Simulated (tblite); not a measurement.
# B14H14P14: the cost of one run

Programs: tblite 0.8.0 and PySCF 2.14.0, with routines of our own; each step states its level. All values are computed. Atoms count from 0.

## (1) The starting structure

42 atoms, charge 0, multiplicity 1; geometry from: force field, distance geometry or constructed start.

## (2) Optimising the geometry with GFN2-xTB

The job: settings as JSON, then the geometry in Å.

```
{"job": {"kind": "relax", "xc": "GFN2-xTB", "basis": "xTB"}, "charge": 0, "multiplicity": 1}
P     -0.345000     5.376200    -0.001600
B     -1.963900     6.310600    -0.006900
P     -3.566300     5.375700     0.001000
B     -3.572200     3.522400    -0.006200
P     -1.961700     2.586800     0.003400
B     -0.353200     3.517500    -0.002600
P      2.871800    -0.200300    -0.003300
B      1.264300     0.730700     0.001500
P     -0.347200    -0.204100    -0.000400
B     -0.352700    -2.062800     0.001600
P      1.258800    -2.993200    -0.002100
B      2.869200    -2.064000    -0.000000
P     -1.964100    -2.991300     0.005000
B     -1.958500    -4.852600    -0.002700
P     -0.352100    -5.776900     0.000200
B      1.259000    -4.851400     0.006300
P      4.482900    -2.990100     0.000900
P      2.870600    -5.785400    -0.001000
B      4.481900    -4.850200     0.002500
P     -5.179500     2.588900     0.002700
B     -5.184600     0.731800     0.001500
P     -3.572400    -0.200500    -0.000200
B     -1.957300     0.732600     0.006600
P      4.478300     2.583700    -0.001500
B      2.872200     3.520600     0.000900
P      1.254800     2.587100     0.002500
B      4.483200     0.730300    -0.000700
B     -3.572100    -2.061400     0.001200
H      0.863100     6.078400    -0.002000
H     -1.959600     7.478400     0.003400
H     -4.780400     6.078600    -0.001100
H     -2.975900    -5.435700     0.000200
H     -0.350900    -7.181900    -0.001900
H      5.697000    -2.293300     0.003700
H      2.872900    -7.180200    -0.003300
H      5.496300    -5.434800    -0.002900
H     -6.395600     3.288100    -0.004100
H     -6.194700     0.145500    -0.002600
H      5.696000     3.284100    -0.000100
H      2.866900     4.691400     0.001200
H      5.495700     0.140700     0.003800
H     -4.578900    -2.652600     0.003700
```

On the command line:

```console
> OMP_NUM_THREADS=2 python large_run.py task.json out
```

One launch serves the whole session: the jobs run in the order shown.

**Question.** How long does this first job take on 2 threads of Intel Xeon Platinum 8259CL at 2.50GHz, shared host, and how much memory does it need?

About 6.7 s, with a peak of 0.16 GiB.
